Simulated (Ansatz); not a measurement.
# C₂H₅NSi with the probe H: a probe moved round a molecule

Aim: map the energy of C₂H₅NSi (SMILES C=C=N[SiH3]) with the probe H over two coordinates, and find its wells, ridges and stiffness.

The runs use Ansatz 0.2.0; UKS PBE-D4/def2-SVP.

### 1 Starting geometry

9 atoms, charge 0, spin multiplicity 1.

Atoms are counted from 1 here; the program's logs count them from 0.

Bond lengths: C1–C2 1.327 Å, C1–H5 1.099 Å, C1–H6 1.099 Å, C2–N3 1.225 Å, N3–Si4 1.762 Å, Si4–H7 1.500 Å, Si4–H8 1.508 Å, Si4–H9 1.499 Å. Angles: C2–C1–H5 120.3°, C2–C1–H6 120.3°, H5–C1–H6 119.4°, C1–C2–N3 176.8°, C2–N3–Si4 137.1°, N3–Si4–H7 106.9°, N3–Si4–H8 113.2°, N3–Si4–H9 106.9°, H7–Si4–H8 110.0°, H7–Si4–H9 109.8°, H8–Si4–H9 110.0°.

As a file:

```xyz
9
charge 0, multiplicity 1
C    -0.09595    1.85372   -1.26450
C     0.26795    0.73986   -0.64234
N     0.66456   -0.28397   -0.09939
Si    0.02566   -1.47634    1.03025
H    -0.57568    1.80597   -2.25241
H     0.08078    2.83330   -0.79812
H     0.07665   -2.80547    0.33793
H    -1.38511   -1.17916    1.47091
H     0.94115   -1.48792    2.21766
```

This geometry comes from a loose relaxation at PBE in a small basis, which is not shown.

### 2 Geometry optimisation

input.yaml reads:

```yaml
crystal:
  periodic: [false, false, false]
  atoms:
    - { symbol: C, position_ang: [-0.095954, 1.853716, -1.264502] }
    - { symbol: C, position_ang: [0.267955, 0.739855, -0.642342] }
    - { symbol: "N", position_ang: [0.664558, -0.283972, -0.099391] }
    - { symbol: Si, position_ang: [0.025656, -1.476338, 1.030255] }
    - { symbol: H, position_ang: [-0.575676, 1.805972, -2.252407] }
    - { symbol: H, position_ang: [0.080782, 2.833299, -0.79812] }
    - { symbol: H, position_ang: [0.076648, -2.805469, 0.337932] }
    - { symbol: H, position_ang: [-1.385113, -1.179158, 1.470907] }
    - { symbol: H, position_ang: [0.941153, -1.487916, 2.217658] }
basis:
  gaussian: { orbitals: def2-SVP }
hamiltonian:
  xc: pbe
  dispersion: d4
output:
  forces: true
relax:
  f_tol: 0.003
  max_steps: 120
```

On the command line:

```console
ansatz run input.yaml --threads 1 --pin off --max-ram 2560MiB --backend cpu --events-out ev --progress --plain --runs-dir out
```

Log (excerpt; [...] marks lines left out):

```text
Warning: RAYON_NUM_THREADS=1 ignored (pool sized by the plan → 1); use --threads N
[...]
Functional definition: PBE
[...]
974 factors; their error is unknown
[...]
mean field -11508.07999679 eV, -422.9141394252 hartree, gradient 1.4e-5 eV, S^2 0.000000; 0 other end points of the search recorded, 0 dependent functions left out
[...]
reference -11508.08003382 eV, -422.9141407862 hartree; 19, 19 occupied and 66, 66 virtual orbitals, 974 factors
relax step   1: F+E_penalty+E_count = -11508.23606704 eV  Δ(F+E_penalty+E_count) = +0.000e0 eV  max|allowed force component| = 2.477e-2 eV/Å  Δτ_max = 0.0000 Å  (28 SCF iters, accepted)
[...]
relax step   3: F+E_penalty+E_count = -11508.23607855 eV  Δ(F+E_penalty+E_count) = -1.151e-5 eV  max|allowed force component| = 1.147e-2 eV/Å  Δτ_max = 0.0014 Å  (21 SCF iters, accepted)
[...]
relax step   4: F+E_penalty+E_count = -11508.23608158 eV  Δ(F+E_penalty+E_count) = -3.032e-6 eV  max|allowed force component| = 2.951e-3 eV/Å  Δτ_max = 0.0005 Å  (21 SCF iters, accepted)
974 factors; their error is unknown
mean field -11508.08002803 eV, -422.9141405734 hartree, gradient 8.4e-6 eV, S^2 0.000000; 1 other end points of the search recorded, 0 dependent functions left out
[...]
reference -11508.08006507 eV, -422.9141419345 hartree; 19, 19 occupied and 66, 66 virtual orbitals, 974 factors
Total energy: -11508.23611862 eV, -422.9198767966 hartree
Atom 0 at    -0.095491     1.854111    -1.264939 Å, force    -0.002076    -0.000286     0.001390 eV/Å
Atom 1 at     0.268544     0.740158    -0.642879 Å, force     0.002062     0.001314    -0.002951 eV/Å
Atom 2 at     0.665034    -0.283954    -0.099609 Å, force    -0.001676    -0.002859     0.002454 eV/Å
Atom 3 at     0.025944    -1.476233     1.030037 Å, force     0.000301     0.001989    -0.001177 eV/Å
Atom 4 at    -0.577294     1.806330    -2.251866 Å, force     0.000150     0.000122    -0.000333 eV/Å
Atom 5 at     0.081308     2.833669    -0.798458 Å, force     0.000684     0.000287     0.000275 eV/Å
Atom 6 at     0.076628    -2.805952     0.338645 Å, force     0.000303    -0.000401     0.000059 eV/Å
Atom 7 at    -1.384944    -1.179874     1.470570 Å, force     0.000034    -0.000175    -0.000158 eV/Å
Atom 8 at     0.940280    -1.488267     2.218489 Å, force     0.000219     0.000010     0.000442 eV/Å
Dipole moment:    -0.150809    -0.036429     0.093837 e Å
```

It took 10 s on 1 thread of Arm Neoverse V1, shared host; peak memory 0.12 GiB.

The steps of the relaxation:

```
step  energy from step 1 (eV)  largest force component (eV/Å)
   1                   0.0000                          0.0248
   2                   0.0000                          0.0152
   3                   0.0000                          0.0115
   4                   0.0000                          0.0030
```

Close pairs (by a distance rule), those that changed most:

```
  bond  before (Å)  after (Å)  change (Å)
 C2–N3       1.225      1.225      +0.000
Si4–H9       1.499      1.500      +0.000
Si4–H8       1.508      1.507      -0.000
Si4–H7       1.500      1.500      +0.000
 C1–C2       1.327      1.327      +0.000
 C1–H5       1.099      1.099      +0.000
 C1–H6       1.099      1.099      +0.000
N3–Si4       1.762      1.762      +0.000
```

### 3 Reference: H radical by itself, as typed

input.yaml reads:

```yaml
crystal:
  periodic: [false, false, false]
  atoms:
    - { symbol: H, position_ang: [0.0, 0.0, 0.0] }
magnetization:
  spin_polarized: true
  initial_magnetization: 1
basis:
  gaussian: { orbitals: def2-SVP }
hamiltonian:
  xc: pbe
```

On the command line:

```console
ansatz run input.yaml --threads 1 --pin off --max-ram 2560MiB --backend cpu --events-out ev --progress --plain --runs-dir out
```

Log:

```text
Warning: RAYON_NUM_THREADS=1 ignored (pool sized by the plan → 1); use --threads N
Engine: ansatz 0.2.0, aarch64-unknown-linux-gnu
[... 1 set-up line as earlier in the session ...]
  parameter kappa = 0.804
  parameter beta = 0.06672455060314922
  exchange = pbe_x(kappa = kappa, mu = beta*pi^2/3)
  correlation = pbe_c(beta = beta)
46 factors; their error is unknown
mean field evaluation 1: about -13.5666 eV, gradient 4.0e-1 eV
mean field evaluation 2: about -13.5686 eV, gradient 4.7e-2 eV
mean field evaluation 4: about -13.5684 eV, gradient 7.8e-5 eV
mean field -13.56837465 eV, -0.4986285714 hartree, gradient 7.3e-5 eV, S^2 0.750000; 0 other end points of the search recorded, 0 dependent functions left out
reference -13.56839860 eV, -0.4986294516 hartree; 1, 0 occupied and 4, 5 virtual orbitals, 46 factors
Total energy: -13.56839860 eV, -0.4986294516 hartree
```

Wall time 0.07 s (1 thread of Arm Neoverse V1, shared host); peak memory 0.057 GiB.

### 4 Plan of the scan

The probe is moved over the plane through the molecule's long axis and the normal of its main plane (x and y are the axes of that plane, centred on the molecule).

- x of the probe's H atom: 17 values from −5.76 to 5.76 Å
- z of the probe's H atom: 11 values from −3.60 to 3.60 Å

Nothing else is relaxed (molecule and probe rigid). Energies count from molecule and probe far apart, each relaxed in its own basis (no counterpoise correction). Points are written as (first, second).

The probe H moves over a plane: the plane through the molecule's long axis and the normal of its main plane. The molecule is turned into the frame of its main axes, as the inputs below show.

Of the runs on the grid, 3 are shown in the steps below; the others differ only in the two coordinates.

### 5 Point (−4.32 Å, 2.16 Å)

input.yaml reads:

```yaml
crystal:
  periodic: [false, false, false]
  atoms:
    - { symbol: C, position_ang: [-1.946701, -0.238666, -9.8e-05] }
    - { symbol: C, position_ang: [-0.660697, 0.087778, 0.000197] }
    - { symbol: "N", position_ang: [0.508286, 0.454698, -9.3e-05] }
    - { symbol: Si, position_ang: [2.099112, -0.30381, -6.0e-06] }
    - { symbol: H, position_ang: [-2.483862, -0.376593, -0.949242] }
    - { symbol: H, position_ang: [-2.48532, -0.374232, 0.948538] }
    - { symbol: H, position_ang: [2.81068, 0.170671, -1.231787] }
    - { symbol: H, position_ang: [2.038453, -1.810038, 0.01] }
    - { symbol: H, position_ang: [2.818477, 0.186568, 1.220903] }
    - { symbol: H, position_ang: [-4.32, 0.0, 2.16] }
magnetization:
  spin_polarized: true
  initial_magnetization: 1
basis:
  gaussian: { orbitals: def2-SVP }
hamiltonian:
  xc: pbe
  dispersion: d4
output:
  forces: true
```

On the command line:

```console
ansatz run input.yaml --threads 1 --pin off --max-ram 2560MiB --backend cpu --events-out ev --progress --plain --runs-dir out
```

Log (excerpt; [...] marks lines left out):

```text
Warning: RAYON_NUM_THREADS=1 ignored (pool sized by the plan → 1); use --threads N
[...]
[... 1 set-up line as earlier in the session ...]
[...]
1032 factors; their error is unknown
[...]
mean field -11521.64233823 eV, -423.4125462803 hartree, gradient 6.9e-5 eV, S^2 0.750075; 0 other end points of the search recorded, 0 dependent functions left out
[...]
reference -11521.64238460 eV, -423.4125479842 hartree; 20, 19 occupied and 70, 71 virtual orbitals, 1032 factors
Total energy: -11521.80881164 eV, -423.4186640651 hartree
Atom 0 at    -1.946701    -0.238666    -0.000098 Å, force     0.052969    -0.002605    -0.037052 eV/Å
Atom 1 at    -0.660697     0.087778     0.000197 Å, force    -0.018286     0.000259    -0.007560 eV/Å
Atom 2 at     0.508286     0.454698    -0.000093 Å, force     0.015966     0.000111     0.003541 eV/Å
Atom 3 at     2.099112    -0.303810    -0.000006 Å, force    -0.007832     0.002940     0.000289 eV/Å
Atom 4 at    -2.483862    -0.376593    -0.949242 Å, force    -0.005067     0.000496     0.003085 eV/Å
Atom 5 at    -2.485320    -0.374232     0.948538 Å, force    -0.012360    -0.005936     0.011316 eV/Å
Atom 6 at     2.810680     0.170671    -1.231787 Å, force     0.001157     0.000185    -0.000174 eV/Å
Atom 7 at     2.038453    -1.810038     0.010000 Å, force     0.000588    -0.000393    -0.000106 eV/Å
Atom 8 at     2.818477     0.186568     1.220903 Å, force     0.001164    -0.000243     0.000572 eV/Å
Atom 9 at    -4.320000     0.000000     2.160000 Å, force    -0.028298     0.005187     0.026088 eV/Å
Dipole moment:     0.063265    -0.162025     0.005949 e Å
```

It took 3.4 s on 1 thread of Arm Neoverse V1, shared host; peak memory 0.13 GiB.

That is −0.10 kcal/mol from the zero.

### 6 Grid point (0.00 Å, −2.16 Å)

input.yaml: that of step 5 with these lines changed.

```diff
@@ -12,3 +12,3 @@
     - { symbol: H, position_ang: [2.818477, 0.186568, 1.220903] }
-    - { symbol: H, position_ang: [-4.32, 0.0, 2.16] }
+    - { symbol: H, position_ang: [0.0, 0.0, -2.16] }
 magnetization:
```

On the command line:

```console
ansatz run input.yaml --threads 1 --pin off --max-ram 2560MiB --backend cpu --events-out ev --progress --plain --runs-dir out
```

Log (excerpt; [...] marks lines left out):

```text
Warning: RAYON_NUM_THREADS=1 ignored (pool sized by the plan → 1); use --threads N
[...]
[... 1 set-up line as earlier in the session ...]
[...]
1032 factors; their error is unknown
[...]
mean field -11521.47479443 eV, -423.4063891592 hartree, gradient 2.5e-5 eV, S^2 0.750845; 0 other end points of the search recorded, 0 dependent functions left out
[...]
reference -11521.47483516 eV, -423.4063906560 hartree; 20, 19 occupied and 70, 71 virtual orbitals, 1032 factors
Total energy: -11521.66533873 eV, -423.4133915329 hartree
Atom 0 at    -1.946701    -0.238666    -0.000098 Å, force     0.027214     0.014371     0.036117 eV/Å
Atom 1 at    -0.660697     0.087778     0.000197 Å, force    -0.215345    -0.049875     0.148998 eV/Å
Atom 2 at     0.508286     0.454698    -0.000093 Å, force     0.143325     0.128198     0.332332 eV/Å
Atom 3 at     2.099112    -0.303810    -0.000006 Å, force     0.077012    -0.052040    -0.000650 eV/Å
Atom 4 at    -2.483862    -0.376593    -0.949242 Å, force     0.017489     0.001256    -0.015115 eV/Å
Atom 5 at    -2.485320    -0.374232     0.948538 Å, force     0.008150     0.003744     0.005383 eV/Å
Atom 6 at     2.810680     0.170671    -1.231787 Å, force    -0.016153     0.007823    -0.002580 eV/Å
Atom 7 at     2.038453    -1.810038     0.010000 Å, force    -0.006780     0.010439     0.001752 eV/Å
Atom 8 at     2.818477     0.186568     1.220903 Å, force    -0.018620     0.007465     0.001444 eV/Å
Atom 9 at     0.000000     0.000000    -2.160000 Å, force    -0.016292    -0.071381    -0.507680 eV/Å
Dipole moment:     0.073639    -0.158435     0.062668 e Å
```

Run time: 3.9 s. Hardware: 1 thread of Arm Neoverse V1, shared host; peak memory 0.13 GiB.

On the map this point reads 3.2 kcal/mol.

### 7 Point (0.72 Å, 3.60 Å)

input.yaml: that of step 6 with these lines changed.

```diff
@@ -12,3 +12,3 @@
     - { symbol: H, position_ang: [2.818477, 0.186568, 1.220903] }
-    - { symbol: H, position_ang: [0.0, 0.0, -2.16] }
+    - { symbol: H, position_ang: [0.72, 0.0, 3.6] }
 magnetization:
```

On the command line:

```console
ansatz run input.yaml --threads 1 --pin off --max-ram 2560MiB --backend cpu --events-out ev --progress --plain --runs-dir out
```

Log (excerpt; [...] marks lines left out):

```text
Warning: RAYON_NUM_THREADS=1 ignored (pool sized by the plan → 1); use --threads N
[...]
[... 1 set-up line as earlier in the session ...]
[...]
1032 factors; their error is unknown
[...]
mean field -11521.65594701 eV, -423.4130463937 hartree, gradient 1.3e-5 eV, S^2 0.750008; 0 other end points of the search recorded, 0 dependent functions left out
[...]
reference -11521.65599224 eV, -423.4130480559 hartree; 20, 19 occupied and 70, 71 virtual orbitals, 1032 factors
Total energy: -11521.82660573 eV, -423.4193179860 hartree
Atom 0 at    -1.946701    -0.238666    -0.000098 Å, force     0.000959    -0.002264     0.000633 eV/Å
Atom 1 at    -0.660697     0.087778     0.000197 Å, force    -0.002571     0.002243     0.002716 eV/Å
Atom 2 at     0.508286     0.454698    -0.000093 Å, force     0.004332    -0.001001     0.000861 eV/Å
Atom 3 at     2.099112    -0.303810    -0.000006 Å, force    -0.001146     0.000713     0.009078 eV/Å
Atom 4 at    -2.483862    -0.376593    -0.949242 Å, force    -0.000170     0.000299    -0.000072 eV/Å
Atom 5 at    -2.485320    -0.374232     0.948538 Å, force     0.001647     0.000626     0.001642 eV/Å
Atom 6 at     2.810680     0.170671    -1.231787 Å, force    -0.001224     0.000165    -0.001731 eV/Å
Atom 7 at     2.038453    -1.810038     0.010000 Å, force    -0.000558     0.000492     0.000666 eV/Å
Atom 8 at     2.818477     0.186568     1.220903 Å, force     0.000189    -0.000009    -0.000440 eV/Å
Atom 9 at     0.720000     0.000000     3.600000 Å, force    -0.001459    -0.001264    -0.013353 eV/Å
Dipole moment:     0.074957    -0.163382     0.006425 e Å
```

Wall time 4.1 s (1 thread of Arm Neoverse V1, shared host); peak memory 0.13 GiB.

Energy on the map's scale: −0.5 kcal/mol.

### 8 Energy over the grid

167 points were computed, and 20 have no value (skipped by design, atoms too close, or no result). Energies in kcal/mol, from molecule and probe far apart, each relaxed in its own basis (no counterpoise correction); the table lists every other line.

| z of the probe's H atom (Å) ↓, x of the probe's H atom (Å) → | −5.76 | −4.32 | −2.88 | −1.44 | 0.00 | 1.44 | 2.88 | 4.32 | 5.76 |
| --- | --- | --- | --- | --- | --- | --- | --- | --- | --- |
| 3.60 | −0.1 | −0.2 | −0.3 | −0.4 | −0.5 | −0.4 | −0.1 | −0.2 | −0.1 |
| 2.88 | −0.1 | −0.3 | 0.1 | 0.1 | −0.4 | 0.3 | 1.1 | 0.0 | −0.2 |
| 2.16 | −0.2 | −0.1 | 3.7 | 5.5 | 3.2 | 3.7 | 6.6 | 0.8 | −0.2 |
| 1.44 | −0.2 | 0.7 | 33.7 | 28.6 | 24.9 | 17.2 | – | 2.3 | −0.3 |
| 0.72 | −0.2 | 2.0 | 85.1 | 99.4 | 80.0 | – | – | 3.4 | −0.4 |
| 0.00 | −0.2 | 2.6 | 70.8 | – | – | – | – | 3.4 | −0.4 |
| −0.72 | −0.2 | 2.0 | 84.2 | 99.4 | 80.0 | – | – | 3.3 | −0.4 |
| −1.44 | −0.2 | 0.7 | 33.5 | 28.6 | 24.9 | 17.5 | – | 2.3 | −0.3 |
| −2.16 | −0.2 | −0.1 | 3.7 | 5.5 | 3.2 | 3.8 | 6.7 | 0.8 | −0.2 |
| −2.88 | −0.1 | −0.3 | 0.1 | 0.1 | −0.4 | 0.3 | 1.1 | 0.0 | −0.2 |
| −3.60 | −0.1 | −0.2 | −0.3 | −0.4 | −0.5 | −0.4 | −0.1 | −0.2 | −0.1 |

The dipole moment (D) at each point:

```tsv
z of the probe's H atom (Å) ↓, x of the probe's H atom (Å) →	−5.76	−4.32	−2.88	−1.44	0.00	1.44	2.88	4.32	5.76
3.60	0.87	0.86	0.86	0.87	0.87	0.86	0.87	0.88	0.87
2.88	0.86	0.84	0.85	0.87	0.86	0.85	0.88	0.88	0.88
2.16	0.86	0.84	0.99	0.94	0.89	0.87	0.91	0.85	0.88
1.44	0.86	0.87	0.93	0.87	1.15	0.76	–	0.82	0.88
0.72	0.86	0.98	2.01	1.59	1.57	–	–	0.77	0.88
0.00	0.86	1.04	3.35	–	–	–	–	0.78	0.89
−0.72	0.86	0.98	2.01	1.59	1.57	–	–	0.78	0.88
−1.44	0.86	0.87	0.93	0.87	1.14	0.78	–	0.82	0.88
−2.16	0.86	0.84	0.99	0.94	0.89	0.87	0.91	0.85	0.88
−2.88	0.86	0.84	0.85	0.87	0.86	0.85	0.88	0.88	0.88
−3.60	0.87	0.86	0.86	0.87	0.87	0.86	0.87	0.88	0.87
```

### 9 Summary of results

```
                                            quantity                                                                            value
                                        lowest point                          (0.72 Å, 3.60 Å) [nearest 1 H at 3.18 Å], −0.5 kcal/mol
highest computed point (blank points may lie higher)                               (−1.44 Å, −0.72 Å), 99.9 kcal/mol above the lowest
                                   dipole moment (D)  0.67 at (0.72 Å, 1.44 Å) to 3.35 at (−2.88 Å, 0.00 Å); 0.86 at the lowest point
                             time for the whole task                                                  12 min on 1 thread, shared host
```

What this shows: The lowest computed point is at (0.72 Å, 3.60 Å) [nearest 1 H at 3.18 Å], −0.5 kcal/mol from molecule and probe far apart, each relaxed in its own basis (no counterpoise correction). It lies at the edge of the scanned range, so the true minimum may lie outside. The grid is coarse, so the lowest point of the scanned range may lie between grid points; coordinates that were held can hide deeper minima. The highest computed point, (−1.44 Å, −0.72 Å) [nearest 1 C at 0.91 Å], lies 99.9 kcal/mol above the lowest. Between some neighbouring points the energy changes steeply, from close contacts of the rigid frames or a change of state; the map doesn't tell which. No counterpoise correction was made, so wells between separate parts tend to come out somewhat too deep.
